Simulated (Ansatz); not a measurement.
# HfGe (P-6m2) in Ansatz: convergence with xc grid

Aim: find how far xc grid must go before the results for HfGe settle, at PBE+U. This setting moves, with any that are tied to it; all else stays.

Everything below comes from runs of Ansatz 0.2.0. Logs are shortened: lines on timing, memory, paths and dates and some standing lists are left out, and cuts for length are marked.

## Step 1: The structure

Symmetry: P-6m2, No. 187, hexagonal system. Conventional cell: a = 3.934 Å, b = 3.934 Å, c = 3.510 Å, α = 90.00°, β = 90.00°, γ = 120.00°. Around Hf (site symmetry -6m2) lie 3 Ge at 2.27 Å. Ge (site symmetry -6m2) is surrounded by 3 Hf at 2.27 Å.

The cell was built by a generator and needn't be a form met in nature.

## Step 2: With xc grid 1

Contents of input.yaml:

```yaml
crystal:
  lattice:
    - [3.93350939, 0.0, 0.0]
    - [-1.96675469, 3.40651905, 0.0]
    - [0.0, 0.0, 3.50961939]
  atoms:
    - { symbol: Hf, position: [0.0, 0.0, 0.5] }
    - { symbol: Ge, position: [0.33333333, 0.66666667, 0.5] }
hamiltonian:
  xc: pbe
  pseudopotentials: { kind: paw, level: accurate }
  hubbard: { sites: [{ species: Hf, l: d, u_eff: 3.5 }] }
kpoints:
  mp_grid: { grid: [7, 7, 6] }
scf:
  occupations: { method: methfessel_paxton, width: 0.1 }
output:
  forces: true
  stress: true
  eigenvalues: true
basis:
  xc_grid: 1
```

Potentials or basis: Ansatz PAW earlier set.

Run with:

```sh
$ ansatz run input.yaml --threads 2 --pin off --max-ram 5632MiB --backend cpu --events-out ev --progress --plain --runs-dir out
```

Run time: 9.3 s. Hardware: 2 threads of Arm Neoverse N1, shared host; peak memory 0.38 GiB.

Results:

```yaml
Free_energy: -20024.9655 eV
Pressure: 42.2 GPa
Band_gap_on_the_k_mesh: none (metal or under the smearing width)
```

## Step 3: With xc grid 2

input.yaml: that of step 2 with these lines changed.

```diff
@@ -21,2 +21,2 @@
 basis:
-  xc_grid: 1
+  xc_grid: 2
```

Potentials or basis: Ansatz PAW earlier set.

Run with:

```sh
$ ansatz run input.yaml --threads 2 --pin off --max-ram 5632MiB --backend cpu --events-out ev --progress --plain --runs-dir out
```

Run time: 9.4 s. Hardware: 2 threads of Arm Neoverse N1, shared host; peak memory 0.38 GiB.

Results:

```
Free energy            : -20024.9655 eV
Pressure               : 42.2 GPa
Band gap on the k mesh : none (metal or under the smearing width)
```

## Step 4: With xc grid 3

input.yaml: that of step 3 with these lines changed.

```diff
@@ -21,2 +21,2 @@
 basis:
-  xc_grid: 2
+  xc_grid: 3
```

Run with:

```sh
$ ansatz run input.yaml --threads 2 --pin off --max-ram 5632MiB --backend cpu --events-out ev --progress --plain --runs-dir out
```

It took 9.5 s on 2 threads of Arm Neoverse N1, shared host; peak memory 0.41 GiB.

It converged, with:

| Item | Value |
| --- | --- |
| Free energy | -20024.9655 eV |
| Pressure | 42.2 GPa |
| Band gap on the k mesh | none (metal or under the smearing width) |

## Step 5: With xc grid 4

input.yaml: that of step 4 with these lines changed.

```diff
@@ -21,2 +21,2 @@
 basis:
-  xc_grid: 3
+  xc_grid: 4
```

Run with:

```sh
$ ansatz run input.yaml --threads 2 --pin off --max-ram 5632MiB --backend cpu --events-out ev --progress --plain --runs-dir out
```

It took 9.8 s on 2 threads of Arm Neoverse N1, shared host; peak memory 0.44 GiB.

Results (log left out):

| Item | Value |
| --- | --- |
| Free energy | -20024.9655 eV |
| Pressure | 42.2 GPa |
| Band gap on the k mesh | none (metal or under the smearing width) |

## Step 6: With xc grid 5

input.yaml: that of step 5 with these lines changed.

```diff
@@ -21,2 +21,2 @@
 basis:
-  xc_grid: 4
+  xc_grid: 5
```

Potentials or basis: Ansatz PAW earlier set.

Run with:

```sh
$ ansatz run input.yaml --threads 2 --pin off --max-ram 5632MiB --backend cpu --events-out ev --progress --plain --runs-dir out
```

What it wrote:

```text
Warning: RAYON_NUM_THREADS=2 ignored (pool sized by the plan → 2); use --threads N
Hf: projections on atomic orbitals take those of the free atom [Kr 4d10] 4f14 5s2 5p6 5d2 6s2, of charge +0.00 (hamiltonian.pseudopotentials.projection_atoms); the dataset's partial waves leave at most 9.9e-6 of an orbital's norm unspanned inside its sphere
Ge: projections on atomic orbitals take those of the free atom [Ar] 3d10 4s2 4p2, of charge +0.00 (hamiltonian.pseudopotentials.projection_atoms); the dataset's partial waves leave at most 2.3e-7 of an orbital's norm unspanned inside its sphere
Engine: ansatz 0.2.0, aarch64-unknown-linux-gnu
Pseudopotentials: kind: paw, level: accurate
Pseudopotential: Hf, paw, valence charge 26, recommended cutoff 620 eV (high), Hf.paw.azcp
Pseudopotential: Ge, paw, valence charge 14, recommended cutoff 560 eV (normal), Ge.paw.azcp#accurate
Functional definition: PBE
  parameter kappa = 0.804
  parameter beta = 0.06672455060314922
  exchange = pbe_x(kappa = kappa, mu = beta*pi^2/3)
  correlation = pbe_c(beta = beta)
Crystal: 2 atoms, lattice volume = 47.027 Å³
Basis set: ecut = 620 eV, 1653 PW (Γ), exchange–correlation on 160×160×150 points (125 copies of the dense FFT grid, shifted against one another)
Bands: 24, of which v1, the nominal top of the filled ones, is band 20 counted from 1 (19 counted from 0)
Symmetry: 12 space group operations
Space group: P-6m2 (ITA 187), of the structure as read, at distance tolerance 3.6e-5 Å
k-points: 32 of 294 (time reversal used)
Non-local potential: Hf, projectors of the file, l = 0: 3, l = 1: 3, l = 2: 2, l = 3: 3
Non-local potential: Ge, projectors of the file, l = 0: 3, l = 1: 3, l = 2: 3, l = 3: 2, l = 4: 1
PAW form: soft (Blöchl's): semilocal exchange-correlation on the pseudo side does not see the compensation charge
PAW one-centre angular grid: Hf, 590 points (default); XC on 96 Gauss nodes
PAW one-centre angular grid: Ge, 590 points (default); XC on 64 Gauss nodes
Initial density: superposition of atomic densities (chi_scale 0.1, normalization cell, long waves kept (reshape's long-wave potential 0.00 eV rms))
Initial wavefunctions: pseudopotential atomic-orbital guess
Functional: x = pbe(κ = 0.804, μ = 0.2195149727645171), c = pbe(β = 0.06672455060314922)
SCF iter   1: F=—  HF=-20025.323994 eV  |F-HF|=—  |Δ(HF+E_count)|=         —  Δρ=7.41e-2  dr2=1.95e0  ethr=3.10e-3  ⟨swp⟩=5.2  Hψ=2824  notcnv=0
preconditioner: auto → Kerker (q_TF=auto, 2.656 Å⁻¹)  [metal: Δε(μ)=0.006 eV  Ē_g=19.344 eV  σ=0.100 eV  W_gap=0.05  n_scr=20 (ndim 8)  ℏωp=33.4 eV  f_vac=0.017  D(μ)=0.67/eV (n_scr^D=0)]
SCF iter   2: F=—  HF=-20025.086711 eV  |F-HF|=—  |Δ(HF+E_count)|=   2.37e-1  S|Δr|=    0.00e0  Δρ=3.98e-2  dr2=7.56e-1  ethr=3.10e-3  ⟨swp⟩=2.1  Hψ=1615  notcnv=0
preconditioner: auto → Resta (q_TF=auto, 2.656 Å⁻¹)  ε∞=4.0  [insulator: Δε(μ)=0.169 eV  Ē_g=19.312 eV  σ=0.100 eV  W_gap=0.97  n_scr=20 (ndim 8)  ℏωp=33.4 eV  f_vac=0.019  D(μ)=0.14/eV (n_scr^D=0)  ε∞_Penn≈4.0]
SCF iter   3: F=—  HF=-20024.982758 eV  |F-HF|=—  |Δ(HF+E_count)|=   1.04e-1  S|Δr|=    0.00e0  Δρ=1.07e-2  dr2=6.57e-2  ethr=1.89e-3  ⟨swp⟩=2.8  Hψ=1534  notcnv=0
SCF iter   4: F=—  HF=-20024.961910 eV  |F-HF|=—  |Δ(HF+E_count)|=   2.08e-2  S|Δr|=    0.00e0  Δρ=6.16e-3  dr2=1.27e-2  ethr=1.64e-4  ⟨swp⟩=2.0  Hψ=1744  notcnv=0
SCF iter   5: F=—  HF=-20024.964742 eV  |F-HF|=—  |Δ(HF+E_count)|=   2.83e-3  S|Δr|=    0.00e0  Δρ=2.84e-3  dr2=3.70e-3  ethr=3.18e-5  ⟨swp⟩=2.0  Hψ=1410  notcnv=0
SCF iter   6: F=—  HF=-20024.965264 eV  |F-HF|=—  |Δ(HF+E_count)|=   5.22e-4  S|Δr|=    0.00e0  Δρ=1.06e-3  dr2=6.26e-4  ethr=9.25e-6  ⟨swp⟩=2.0  Hψ=1404  notcnv=0
SCF iter   7: F=—  HF=-20024.965454 eV  |F-HF|=—  |Δ(HF+E_count)|=   1.90e-4  S|Δr|=    0.00e0  Δρ=2.33e-4  dr2=3.97e-5  ethr=1.56e-6  ⟨swp⟩=3.0  Hψ=1408  notcnv=0
SCF iter   8: F=—  HF=-20024.965460 eV  |F-HF|=—  |Δ(HF+E_count)|=   5.43e-6  S|Δr|=    0.00e0  Δρ=7.41e-5  dr2=3.34e-6  ethr=9.93e-8  ⟨swp⟩=2.0  Hψ=1319  notcnv=0
SCF iter   9: F=—  HF=-20024.965461 eV  |F-HF|=—  |Δ(HF+E_count)|=   1.41e-6  S|Δr|=    0.00e0  Δρ=2.92e-5  dr2=4.64e-7  ethr=8.34e-9  ⟨swp⟩=3.0  Hψ=1359  notcnv=0
SCF iter  10: F=-20024.965461 eV  HF=-20024.965461 eV  |F-HF|=3.59e-9  |Δ(HF+E_count)|=   3.51e-7  S|Δr|=    0.00e0  Δρ=6.52e-6  dr2=2.79e-8  ethr=2.50e-10  ⟨swp⟩=7.0  Hψ=3540  notcnv=0
SCF 1 converged in 10 iterations: F = -20024.965461 eV  dr2 = 2.79e-8
SCF converged after 10 iterations
Stability not checked: this state was not tested for a lower state beside it, because cold or Methfessel-Paxton smearing, or corrected tetrahedra, fill the levels in a way that the test cannot read (fill_not_monotonic; see scf.lower_state_search)
Free energy (F): -20024.965461 eV
Harris-Foulkes:  -20024.965461 eV  (|F-HF|=3.59e-9)
Internal energy: -20024.963214 eV  (E = F + TS)
E sigma→0 (E₀):  -20024.964899 eV
Entropy (-TS):   -0.002248 eV (-1.124 meV/atom)
Fermi energy:    12.451267 eV
Step filling:    the computed levels leave a gap of 0.0167 eV = 0.2 smearing widths at the electron count; against every level under it full and every level over it empty, smearing changes F+E_penalty+E_count by -1.577 meV and its σ→0 estimate by -1.015 meV
--- Per-component energies (eV) ---
  E_band       = -255.169055
  E_kinetic    = 650.147846
  E_local      = -12907.851057  (includes V_loc(G=0)·N_el)
  E_nonlocal   = 3128.268973
  E_hartree    = 4632.692882
  E_xc         = -951.779438
  E_vxc        = -352.023244  (∫ρ·V_xc dr)
  E_hubbard    = 3.294507  (on-site DFT+U / exact-exchange correction)
  E_vhub       = 1.463316  (the Hubbard potential's part of the band-sum identity)
  E_paw        = -8976.883648  (= ΣΔE_a, less E_core_relax)
  E_vpaw       = -40.556483  (= ΣTr[D̂ρ^β], less what the cores' own moments, if any, meet on the grid)
  E_core_relax = -0.001184  (the energy of the cores' relaxation)
  E_aug_tail   = -0.000095  (compensation charges beyond the density's cutoff)
  E_ewald      = -5602.851998
  E_smearing   = -0.002248  (= −TS)
  E_closure    = 0.000000  (closes the sum)
  Σ components = -20024.965461   (vs F -20024.965461, Δ=0.00e0)
--- Forces (eV/Å), atoms counted from 1 ---
  atom   1  Hf     0.00000000    -0.00000000    -0.00000000
  atom   2  Ge     0.00000000     0.00000000     0.00000000
  max |Σ_I F_I| component: 8.14e-16 eV/Å
--- Stress (GPa, compression-positive) ---
       67.306241       0.000000       0.000000
        0.000000      67.306241       0.000000
        0.000000       0.000000      -7.940766
  P = ⅓ Tr σ = 42.2239 GPa (422.239 kbar)
--- Band table (eV; the first three rows and the last of 32) ---
  k-point 0: bands = ["-50.0037", "-18.8399", "-18.8399", "-18.7296", "-11.4385", "-11.3991", "-11.3991", "-11.3084", "-11.3084", "0.0300", "0.0300", "0.0323", "0.0647", "0.0647", "0.0771", "0.1792", "2.1817", "9.8124", "9.8124", "10.9119", "14.7581", "16.3712", "16.3712", "17.3271"]
  k-point 1: bands = ["-50.0025", "-18.8364", "-18.8364", "-18.7665", "-11.4339", "-11.4007", "-11.4007", "-11.3083", "-11.3083", "0.0276", "0.0326", "0.0326", "0.0638", "0.0638", "0.0837", "0.1792", "2.4157", "9.9084", "9.9084", "10.6983", "14.4425", "15.8126", "15.8126", "17.5964"]
  k-point 2: bands = ["-49.9982", "-18.8405", "-18.8299", "-18.8299", "-11.4247", "-11.4039", "-11.4039", "-11.3081", "-11.3081", "0.0186", "0.0379", "0.0379", "0.0621", "0.0621", "0.0948", "0.1793", "2.9748", "9.6325", "10.1130", "10.1130", "15.0146", "15.0146", "15.4737", "18.2468"]
  k-point 31: bands = ["-49.9957", "-18.8825", "-18.8724", "-18.8331", "-11.4466", "-11.4177", "-11.4061", "-11.3906", "-11.3620", "0.0226", "0.0239", "0.0325", "0.0565", "0.0624", "0.1498", "0.1764", "5.2062", "9.5447", "10.1734", "12.2493", "12.8686", "13.8996", "14.7871", "17.1247"]
Occupation matrices written to <dir>
```

Wall time 10 s (2 threads of Arm Neoverse N1, shared host); peak memory 0.52 GiB.

What came out:

```yaml
Free_energy: -20024.9655 eV
Pressure: 42.2 GPa
Band_gap_on_the_k_mesh: none (metal or under the smearing width)
```

## Step 7: Summary

```tsv
xc grid	energy less the tightest run, at zero smearing (meV/atom)	SCF cycles	CPU time (s)	peak memory (GiB)
1	0.00	10	18	0.38
2	0.00	10	18	0.38
3	0.00	10	18	0.41
4	0.00	10	19	0.44
5	0.00	10	20	0.52
```

Against the tightest run, the energy stays within 1 meV/atom from 1 on. The tightest run that finished is the yardstick and may itself not be fully converged.

Caveats: a pressure of tens of GPa on the cell as given is suspect, and the run, the potentials or the cell itself is likely at fault; U without spin polarisation on a metal has little footing; the U is typed as a test and isn't derived for this compound.
